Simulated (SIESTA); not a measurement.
Runs of SIESTA 5.4.2 on NaLa. The structure is hexagonal, space group P-6m2 (No. 187). The conventional cell has a = 3.606 Å, b = 3.606 Å, c = 6.484 Å, α = 90.00°, β = 90.00°, γ = 120.00°. La (site symmetry -6m2) has 6 La at 3.61 Å and 6 Na at 3.85 Å as nearest neighbours. Na (site symmetry -6m2) is surrounded by 6 Na at 3.61 Å and 6 La at 3.85 Å. The cell comes from a database or a generator and needn't be the stable form of this composition.

| level | potentials or basis | gap on the mesh (eV) | pressure (GPa) |
| --- | --- | --- | --- |
| PBEsol | PseudoDojo 0.4 standard (PBEsol files), DZP (energy shift 0.003 Ry; two zetas on semicore shells) | none | -0.2 |
| RPBE | PseudoDojo 0.4 standard (PBE files), DZP (energy shift 0.003 Ry; two zetas on semicore shells) | none | (a) |
| AM05 | PseudoDojo 0.4 standard (PBEsol files), DZP (energy shift 0.003 Ry; two zetas on semicore shells) | none | 0.1 |
| WC | PseudoDojo 0.4 standard (PBEsol files), DZP (energy shift 0.003 Ry; two zetas on semicore shells) | none | -0.2 |
| revPBE | PseudoDojo 0.4 standard (PBE files), DZP (energy shift 0.003 Ry; two zetas on semicore shells) | none | 1.6 |
| LDA | PseudoDojo 0.4 standard (PBE and LDA files), DZP (energy shift 0.003 Ry; two zetas on semicore shells) | none | -1.4 |
| BLYP | PseudoDojo 0.4 standard (PBE files), DZP (energy shift 0.003 Ry; two zetas on semicore shells) | none | 1.6 |
| PW91 | PseudoDojo 0.4 standard (PBE files), DZP (energy shift 0.003 Ry; two zetas on semicore shells) | none | 0.7 |

Alike in all rows: task single point; no spin polarisation; cell as given; k mesh 9 × 9 × 4; smearing fermi-dirac 0.05 eV; grid cutoff 800 Ry; energy shift 0.003 Ry.

Question: Estimate the missing entries.

Answer: (a) 1.8.

Caveats: the basis of atomic orbitals isn't converged, which shifts pressures, moduli and gaps; the potentials were made for another functional, which shifts forces and pressure (some runs).

A k mesh can miss the band edges, and the runs leave out spin-orbit coupling on La.

A gap of «none» marks a metal or a gap under the smearing width.

Runs at the PBE level aren't shown here.
